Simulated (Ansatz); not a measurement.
# CH5FSSi: the cost of one run

The runs use Ansatz 0.2.0, Gaussian basis; the settings change from run to run.

**1. The geometry**

The structure was relaxed beforehand with PBE0-D4 in a triple-zeta def2 set.

SMILES `FCS[SiH3]`, 9 atoms, charge 0, spin multiplicity 1.

Atoms are counted from 1 here; the program's logs count them from 0.

Bond lengths: F1–C2 1.373 Å, C2–S3 1.802 Å, C2–H5 1.092 Å, C2–H6 1.092 Å, S3–Si4 2.139 Å, Si4–H7 1.483 Å, Si4–H8 1.483 Å, Si4–H9 1.487 Å. Angles: F1–C2–S3 112.7°, F1–C2–H5 108.1°, F1–C2–H6 108.6°, S3–C2–H5 110.6°, S3–C2–H6 106.5°, H5–C2–H6 110.4°, C2–S3–Si4 99.5°, S3–Si4–H7 105.6°, S3–Si4–H8 112.5°, S3–Si4–H9 108.8°, H7–Si4–H8 109.8°, H7–Si4–H9 110.9°, H8–Si4–H9 109.2°.

**2. r2SCANh/pcseg-2**

Set apart from the defaults: charge +1, multiplicity 2, restricted open-shell orbitals.

Contents of in.yaml:

```yaml
crystal:
  periodic: [false, false, false]
  atoms:
    - {symbol: F, position_ang: [-1.766538, 1.012311, 0.457175]}
    - {symbol: C, position_ang: [-0.437963, 1.353791, 0.520368]}
    - {symbol: S, position_ang: [0.586552, 0.034263, 1.195245]}
    - {symbol: Si, position_ang: [0.527093, -1.334281, -0.448220]}
    - {symbol: H, position_ang: [-0.107530, 1.620168, -0.485583]}
    - {symbol: H, position_ang: [-0.329239, 2.205773, 1.194222]}
    - {symbol: H, position_ang: [1.594383, -2.327644, -0.179056]}
    - {symbol: H, position_ang: [-0.781211, -2.022527, -0.566913]}
    - {symbol: H, position_ang: [0.802954, -0.588156, -1.704337]}
basis:
  gaussian: {orbitals: pcseg-2}
total_charge: 1
magnetization: {spin_polarized: false, initial_magnetization: 1}
hamiltonian: {xc: {name: r2SCANh}}
output: {forces: true}
```

Started as:

```
> ansatz run in.yaml --threads 2 --pin off --events-out ev --progress --plain --max-ram 4352MiB
```

What time and memory should one allow on 2 threads of Arm Neoverse V1, shared host?

About 19 s, with a peak of 0.67 GiB.
